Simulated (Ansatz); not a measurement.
Hf2Pd2Se2Br2O3:

```xyz
11
Lattice="7.5867 -1.7097 -1.1758 7.5867 1.7097 -1.1758 -2.0245 0.0000 13.0516" Properties=species:S:1:pos:R:3 pbc="T T T"
Hf   14.2165    0.0000   -1.4206
Hf    8.6262    0.0000    2.2691
Pd    1.6873    0.0000    6.2302
Pd    3.3945    0.0000    8.9390
Se   12.2827    0.0000    8.8683
Se   10.7952    0.0000    5.8168
Br    8.8069    0.0000   -0.7891
Br    3.1532    0.0000    3.1608
O     8.2058    0.0000    4.0943
O     5.7021    0.0000    0.0464
O     0.0207    0.0000    2.8206
```

The cell was built by a generator and needn't be a form met in nature.

Base run:

| Quantity | Value |
| --- | --- |
| Program | Ansatz 0.2.0 |
| Functional | PBE |
| Potentials or basis | Ansatz PAW |
| Cutoff | 420 eV (not typed: the program's choice for these potentials) |
| k mesh | 8 × 8 × 2 |
| Occupations | fermi-dirac, width 0.05 eV |
| Spin | no spin polarisation |

Its results: band gap on the k mesh 0.84 eV, indirect (least direct gap 0.88 eV); pressure 0.0 GPa; largest force 0.006 eV/Å.

Problem. The run is repeated on the same cell with these changes: functional from PBE to B3LYP; k mesh from 8 × 8 × 2 to 4 × 4 × 1. What comes out?

Solution. Band gap on the k mesh 2.16 eV, indirect (least direct gap 2.17 eV); pressure 0.7 GPa; largest force 0.426 eV/Å.

Several settings changed at once, so the effect can't be laid on one alone.

Caveats: some runs use coarse meshes; spin-orbit coupling is left out, which moves the levels of the heavy elements; the k mesh misses the band edges, so the gap on the mesh is wider than the one along the path (some runs); the PAW data sets come from PBE, with cores solved anew for the run's functional, which leaves a small shift of forces and pressure (some runs); the thresholds are loose for stress (some runs).
